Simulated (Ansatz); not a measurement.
# C3H9BO3 (trimethyl borate) at 6 levels

We compute a comparison of 6 runs (HF/STO-3G, HF/3-21G, HF/def2-SVP, HF/6-311+G**, B3LYP/6-31G*, B2PLYP/6-31G**) of C3H9BO3 (trimethyl borate). 

The calculation is run with Ansatz 0.2.0.

3 further runs of the same task are left out: 2 that didn't finish, 1 set aside as unsound or not needed. Runs told in other sessions of the task aren't counted.

## 1. The molecule

C3H9BO3 has 16 atoms, charge 0, and is taken as a singlet. As SMILES, `COB(OC)OC`. The shape is that of a PBE0-D4/def2-TZVP optimisation.

Bond lengths: C1–O2 1.412 Å, O2–B3 1.363 Å, B3–O4 1.363 Å, O4–C5 1.412 Å, B3–O6 1.363 Å, O6–C7 1.412 Å, C1–H8 1.093 Å, C1–H9 1.093 Å, C1–H10 1.090 Å, C5–H11 1.093 Å, C5–H12 1.093 Å, C5–H13 1.090 Å, C7–H14 1.093 Å, C7–H15 1.093 Å, C7–H16 1.090 Å. Some angles: C1–O2–B3 120.2°, O2–B3–O4 120.0°, O2–B3–O6 120.0°, O4–B3–O6 120.0°, B3–O4–C5 120.2°, B3–O6–C7 120.2°, O2–C1–H8 111.3°, O2–C1–H9 111.3°, O2–C1–H10 107.6°, O4–C5–H11 111.3°.

## 2. Energy and forces at HF/STO-3G (run 1)

in.yaml reads:

```yaml
crystal:
  periodic: [false, false, false]
  atoms:
    - {symbol: C, position_ang: [0.495720, -0.646730, -2.262610]}
    - {symbol: O, position_ang: [-0.175840, 0.182850, -1.338690]}
    - {symbol: B, position_ang: [0.000140, 0.000100, 0.000000]}
    - {symbol: O, position_ang: [0.825800, -0.985800, 0.450290]}
    - {symbol: C, position_ang: [1.010960, -1.178550, 1.836440]}
    - {symbol: O, position_ang: [-0.650070, 0.802840, 0.888440]}
    - {symbol: C, position_ang: [-1.506700, 1.825270, 0.426170]}
    - {symbol: H, position_ang: [1.580410, -0.565040, -2.153520]}
    - {symbol: H, position_ang: [0.214930, -1.695090, -2.131270]}
    - {symbol: H, position_ang: [0.211110, -0.322610, -3.263990]}
    - {symbol: H, position_ang: [1.432620, -0.286900, 2.307940]}
    - {symbol: H, position_ang: [0.066710, -1.416360, 2.333400]}
    - {symbol: H, position_ang: [1.702440, -2.011880, 1.963760]}
    - {symbol: H, position_ang: [-0.965900, 2.546210, -0.192620]}
    - {symbol: H, position_ang: [-2.330740, 1.415550, -0.163930]}
    - {symbol: H, position_ang: [-1.911590, 2.336140, 1.300180]}
basis:
  gaussian: {orbitals: STO-3G}
total_charge: 0
hamiltonian: {xc: hf}
accuracy: high
output: {forces: true, orbitals: {seedname: orbitals}}
```

Command:

```
$ ansatz run in.yaml --threads 1 --pin off --max-ram 3480MiB --events-out events.jsonl --progress --plain --runs-dir runs
```

The log of the run:

```text
Warning: RAYON_NUM_THREADS=1 ignored (pool sized by the plan → 1); use --threads N
Functional definition: HF
  name "HF"
  exchange = exact_x
  correlation = 0
975 factors; integrals over basis functions are off by at most 2.5e-9 eV
mean field evaluation 1: about -9888.3172 eV, gradient 3.2e1 eV
mean field evaluation 2: about -9888.7025 eV, gradient 3.2e1 eV
mean field evaluation 4: about -9892.0421 eV, gradient 1.7e0 eV
mean field evaluation 8: about -9892.0514 eV, gradient 6.2e-5 eV
mean field -9892.05138493 eV, -363.5261833229 hartree, gradient 2.6e-8 eV, S^2 0.000000; 0 other end points of the search recorded, 0 dependent functions left out
the calculation of the forces begins
reference -9892.05138493 eV, -363.5261833229 hartree; 28, 28 occupied and 16, 16 virtual orbitals, 975 factors
Total energy: -9892.05138493 eV, -363.5261833229 hartree
Atom 0 at     0.495720    -0.646730    -2.262610 Å, force     0.231285    -0.276657     0.111523 eV/Å
Atom 1 at    -0.175840     0.182850    -1.338690 Å, force    -0.531117     0.651345     0.427760 eV/Å
Atom 2 at     0.000140     0.000100     0.000000 Å, force    -0.003212    -0.002474     0.000723 eV/Å
Atom 3 at     0.825800    -0.985800     0.450290 Å, force     0.022479    -0.045854    -0.941784 eV/Å
Atom 4 at     1.010960    -1.178550     1.836440 Å, force    -0.174365     0.216205     0.255760 eV/Å
Atom 5 at    -0.650070     0.802840     0.888440 Å, force     0.511172    -0.602878     0.513314 eV/Å
Atom 6 at    -1.506700     1.825270     0.426170 Å, force    -0.056560     0.060611    -0.367325 eV/Å
Atom 7 at     1.580410    -0.565040    -2.153520 Å, force     0.092060    -0.089856    -0.141635 eV/Å
Atom 8 at     0.214930    -1.695090    -2.131270 Å, force     0.068237    -0.109271    -0.140758 eV/Å
Atom 9 at     0.211110    -0.322610    -3.263990 Å, force     0.047711    -0.060909    -0.171706 eV/Å
Atom 10 at     1.432620    -0.286900     2.307940 Å, force     0.051092    -0.033637     0.181030 eV/Å
Atom 11 at     0.066710    -1.416360     2.333400 Å, force     0.027438    -0.053258     0.181575 eV/Å
Atom 12 at     1.702440    -2.011880     1.963760 Å, force     0.072121    -0.083768     0.153087 eV/Å
Atom 13 at    -0.965900     2.546210    -0.192620 Å, force    -0.107578     0.153051    -0.040300 eV/Å
Atom 14 at    -2.330740     1.415550    -0.163930 Å, force    -0.131314     0.132759    -0.040013 eV/Å
Atom 15 at    -1.911590     2.336140     1.300180 Å, force    -0.119448     0.144592     0.018748 eV/Å
Dipole moment:     0.000201     0.000152    -0.000022 e Å
```

It took 4.2 s on 1 thread of Intel Xeon Platinum 8259CL at 2.50GHz (Skylake/Cascade Lake), shared host; peak memory 0.35 GiB.

## 3. Energy and gradient at HF/3-21G (run 2)

input.yaml reads:

```yaml
crystal:
  periodic: [false, false, false]
  atoms:
    - symbol: C
      position_ang: [0.495720, -0.646730, -2.262610]
    - symbol: O
      position_ang: [-0.175840, 0.182850, -1.338690]
    - symbol: B
      position_ang: [0.000140, 0.000100, 0.000000]
    - symbol: O
      position_ang: [0.825800, -0.985800, 0.450290]
    - symbol: C
      position_ang: [1.010960, -1.178550, 1.836440]
    - symbol: O
      position_ang: [-0.650070, 0.802840, 0.888440]
    - symbol: C
      position_ang: [-1.506700, 1.825270, 0.426170]
    - symbol: H
      position_ang: [1.580410, -0.565040, -2.153520]
    - symbol: H
      position_ang: [0.214930, -1.695090, -2.131270]
    - symbol: H
      position_ang: [0.211110, -0.322610, -3.263990]
    - symbol: H
      position_ang: [1.432620, -0.286900, 2.307940]
    - symbol: H
      position_ang: [0.066710, -1.416360, 2.333400]
    - symbol: H
      position_ang: [1.702440, -2.011880, 1.963760]
    - symbol: H
      position_ang: [-0.965900, 2.546210, -0.192620]
    - symbol: H
      position_ang: [-2.330740, 1.415550, -0.163930]
    - symbol: H
      position_ang: [-1.911590, 2.336140, 1.300180]
basis:
  gaussian:
    orbitals: 3-21G.json
hamiltonian:
  xc: hf
accuracy: high
output: {forces: true, orbitals: {seedname: orbitals}}
```

The basis set 3-21G is read from a file made from the Basis Set Exchange's data (not shown).

Command:

```
$ ansatz run input.yaml --threads 1 --pin off --max-ram 3480MiB --events-out events.jsonl --progress --plain --runs-dir runs
```

The log of the run:

```text
Warning: RAYON_NUM_THREADS=1 ignored (pool sized by the plan → 1); use --threads N
[... 4 set-up lines as earlier in the session ...]
1995 factors; integrals over basis functions are off by at most 2.0e-8 eV
mean field evaluation 1: about -9962.1931 eV, gradient 3.7e1 eV
mean field evaluation 2: about -9962.8316 eV, gradient 3.8e1 eV
mean field evaluation 4: about -9965.6534 eV, gradient 3.1e0 eV
mean field evaluation 8: about -9965.6879 eV, gradient 9.7e-2 eV
mean field evaluation 16: about -9965.6879 eV, gradient 3.8e-8 eV
mean field -9965.68793073 eV, -366.2322764685 hartree, gradient 3.8e-8 eV, S^2 0.000000; 0 other end points of the search recorded, 0 dependent functions left out
the calculation of the forces begins
reference -9965.68793073 eV, -366.2322764685 hartree; 28, 28 occupied and 53, 53 virtual orbitals, 1995 factors
Total energy: -9965.68793073 eV, -366.2322764685 hartree
Atom 0 at     0.495720    -0.646730    -2.262610 Å, force     0.618084    -0.773250    -1.300694 eV/Å
Atom 1 at    -0.175840     0.182850    -1.338690 Å, force    -0.394739     0.482462     0.199041 eV/Å
Atom 2 at     0.000140     0.000100     0.000000 Å, force    -0.003216    -0.002474     0.000739 eV/Å
Atom 3 at     0.825800    -0.985800     0.450290 Å, force     0.082942    -0.111957    -0.639568 eV/Å
Atom 4 at     1.010960    -1.178550     1.836440 Å, force     0.418832    -0.472459     1.506891 eV/Å
Atom 5 at    -0.650070     0.802840     0.888440 Å, force     0.314902    -0.367622     0.439762 eV/Å
Atom 6 at    -1.506700     1.825270     0.426170 Å, force    -1.036645     1.245855    -0.206249 eV/Å
Atom 7 at     1.580410    -0.565040    -2.153520 Å, force    -0.403318    -0.072673    -0.041422 eV/Å
Atom 8 at     0.214930    -1.695090    -2.131270 Å, force     0.145876     0.381855    -0.050175 eV/Å
Atom 9 at     0.211110    -0.322610    -3.263990 Å, force     0.113552    -0.130275     0.352213 eV/Å
Atom 10 at     1.432620    -0.286900     2.307940 Å, force    -0.186838    -0.336659    -0.145998 eV/Å
Atom 11 at     0.066710    -1.416360     2.333400 Å, force     0.362501     0.117677    -0.156540 eV/Å
Atom 12 at     1.702440    -2.011880     1.963760 Å, force    -0.249444     0.301228    -0.026296 eV/Å
Atom 13 at    -0.965900     2.546210    -0.192620 Å, force    -0.233200    -0.272247     0.202922 eV/Å
Atom 14 at    -2.330740     1.415550    -0.163930 Å, force     0.315465     0.182284     0.191165 eV/Å
Atom 15 at    -1.911590     2.336140     1.300180 Å, force     0.135244    -0.171744    -0.325791 eV/Å
Dipole moment:     0.000242     0.000189    -0.000031 e Å
```

Run time: 5.7 s. Hardware: 1 thread of Intel Xeon Platinum 8259CL at 2.50GHz (Skylake/Cascade Lake), shared host; peak memory 0.35 GiB.

Runs 3 to 5 aren't shown in full; the table further down has their settings and results.

## 4. Energy and forces at B2PLYP/6-31G(d,p) (spherical functions) (run 6)

molecule.yaml reads:

```yaml
basis:
  gaussian:
    orbitals: 6-31G_st__st_-spherical.json
crystal:
  periodic: [false, false, false]
  atoms:
    - symbol: C
      position_ang: [0.495720, -0.646730, -2.262610]
    - symbol: O
      position_ang: [-0.175840, 0.182850, -1.338690]
    - symbol: B
      position_ang: [0.000140, 0.000100, 0.000000]
    - symbol: O
      position_ang: [0.825800, -0.985800, 0.450290]
    - symbol: C
      position_ang: [1.010960, -1.178550, 1.836440]
    - symbol: O
      position_ang: [-0.650070, 0.802840, 0.888440]
    - symbol: C
      position_ang: [-1.506700, 1.825270, 0.426170]
    - symbol: H
      position_ang: [1.580410, -0.565040, -2.153520]
    - symbol: H
      position_ang: [0.214930, -1.695090, -2.131270]
    - symbol: H
      position_ang: [0.211110, -0.322610, -3.263990]
    - symbol: H
      position_ang: [1.432620, -0.286900, 2.307940]
    - symbol: H
      position_ang: [0.066710, -1.416360, 2.333400]
    - symbol: H
      position_ang: [1.702440, -2.011880, 1.963760]
    - symbol: H
      position_ang: [-0.965900, 2.546210, -0.192620]
    - symbol: H
      position_ang: [-2.330740, 1.415550, -0.163930]
    - symbol: H
      position_ang: [-1.911590, 2.336140, 1.300180]
hamiltonian:
  xc: {name: B2PLYP}
correlation:
  frozen_orbitals: {B: 1, C: 1, H: 0, O: 1}
accuracy: high
output: {forces: true, orbitals: {seedname: orbitals}}
```

The basis set 6-31G** is read from a file made from the Basis Set Exchange's data (not shown).

Command:

```
$ ansatz run molecule.yaml --threads 1 --pin off --max-ram 3480MiB --events-out events.jsonl --progress --plain --runs-dir runs
```

The log of the run:

```text
Warning: RAYON_NUM_THREADS=1 ignored (pool sized by the plan → 1); use --threads N
Functional definition: B2PLYP
  name "B2PLYP"
  parameter a = 0.53
  parameter c = 0.27
  exchange = (1 - a)*b88_x + a*exact_x
  correlation = (1 - c)*lyp_c + c*(mp2_os + mp2_ss)
3544 factors; integrals over basis functions are off by at most 4.3e-8 eV
mean field evaluation 1: about -10053.8726 eV, gradient 5.1e1 eV
mean field evaluation 2: about -10054.5122 eV, gradient 5.1e1 eV
mean field evaluation 4: about -10059.3739 eV, gradient 4.1e0 eV
mean field evaluation 8: about -10059.4235 eV, gradient 2.6e-1 eV
mean field evaluation 16: about -10059.4236 eV, gradient 1.5e-5 eV
mean field -10059.42361553 eV, -369.6769993485 hartree, gradient 4.8e-8 eV, S^2 0.000000; 0 other end points of the search recorded, 0 dependent functions left out
7 core orbitals not correlated: weight in the atoms' cores, before any rotation towards them, 1.000 or more for the frozen orbitals, at most 0.000 for the correlated occupied ones
reference -10059.42364425 eV, -369.6770004040 hartree; 21, 21 occupied and 115, 115 virtual orbitals, 3544 factors
second order -34.20435536 eV of doubles, -0.00000000 eV of singles
the calculation of the forces begins
Total energy: -10068.65882020 eV, -370.0163868603 hartree
Atom 0 at     0.495720    -0.646730    -2.262610 Å, force     0.170537    -0.209839    -0.201117 eV/Å
Atom 1 at    -0.175840     0.182850    -1.338690 Å, force    -0.233867     0.282157    -0.065450 eV/Å
Atom 2 at     0.000140     0.000100     0.000000 Å, force    -0.002747    -0.002093     0.000619 eV/Å
Atom 3 at     0.825800    -0.985800     0.450290 Å, force     0.150820    -0.186392    -0.284877 eV/Å
Atom 4 at     1.010960    -1.178550     1.836440 Å, force     0.028143    -0.026637     0.334248 eV/Å
Atom 5 at    -0.650070     0.802840     0.888440 Å, force     0.085419    -0.093473     0.349640 eV/Å
Atom 6 at    -1.506700     1.825270     0.426170 Å, force    -0.198265     0.236727    -0.133087 eV/Å
Atom 7 at     1.580410    -0.565040    -2.153520 Å, force    -0.018555    -0.021655    -0.015323 eV/Å
Atom 8 at     0.214930    -1.695090    -2.131270 Å, force     0.024380     0.013975    -0.015843 eV/Å
Atom 9 at     0.211110    -0.322610    -3.263990 Å, force     0.009678    -0.011600     0.003363 eV/Å
Atom 10 at     1.432620    -0.286900     2.307940 Å, force    -0.014219    -0.026319     0.012469 eV/Å
Atom 11 at     0.066710    -1.416360     2.333400 Å, force     0.028741     0.009324     0.011501 eV/Å
Atom 12 at     1.702440    -2.011880     1.963760 Å, force    -0.006286     0.007952     0.011587 eV/Å
Atom 13 at    -0.965900     2.546210    -0.192620 Å, force    -0.031602    -0.005456     0.004087 eV/Å
Atom 14 at    -2.330740     1.415550    -0.163930 Å, force     0.011108     0.029871     0.003037 eV/Å
Atom 15 at    -1.911590     2.336140     1.300180 Å, force    -0.003285     0.003455    -0.014854 eV/Å
Dipole moment:     0.000144     0.000113    -0.000024 e Å
```

It took 86 s on 1 thread of Intel Xeon Platinum 8259CL at 2.50GHz (Skylake/Cascade Lake), shared host; peak memory 0.85 GiB.

## 5. Overview of the runs

| run | level | Cartesian functions | frozen core orbitals | energy (Eh) | dipole moment (D) | HOMO energy (eV) | LUMO energy (eV) | wall time |
| --- | --- | --- | --- | --- | --- | --- | --- | --- |
| 1 | HF/STO-3G | no | – | -363.526183 | 0.00 | -9.16 | 10.64 | 4.2 s |
| 2 | HF/3-21G | no | – | -366.232276 | 0.00 | -11.75 | 6.64 | 5.7 s |
| 3 | HF/def2-SVP | no | – | -367.977545 | 0.00 | -12.11 | 4.93 | 26 s |
| 4 | HF/6-311+G** | no | – | -368.354322 | 0.00 | -12.15 | 1.60 | 59 s |
| 5 | B3LYP/6-31G* (Cartesian functions) | yes | – | -370.386046 | 0.00 | -7.52 | 2.39 | 26 s |
| 6 | B2PLYP/6-31G** (spherical functions) | no | 7 | -370.016387 | 0.00 | -9.35 | 4.14 | 86 s |

## 6. Outcome

| quantity | value |
| --- | --- |
| run 6: total energy | -370.01639 Eh |
| run 6: dipole moment (SCF part) | 0.00 D |
| run 6: HOMO energy (SCF part's orbitals) | -9.35 eV |
| run 6: LUMO energy (SCF part's orbitals) | 4.14 eV |
| run 6: HOMO–LUMO gap (SCF part's orbitals) | 13.49 eV |
| run 6: largest force on an atom | 0.372 eV/Å |

**Reading.** The HOMO–LUMO gap runs from 9.91 eV (B3LYP/6-31G*) to 19.80 eV (HF/STO-3G). The two ends differ in method and basis. Totals of different functionals can't be ranked against each other. In run 1 the basis is minimal, so the values are rough. All runs together took 3.4 min, the longest 86 s.
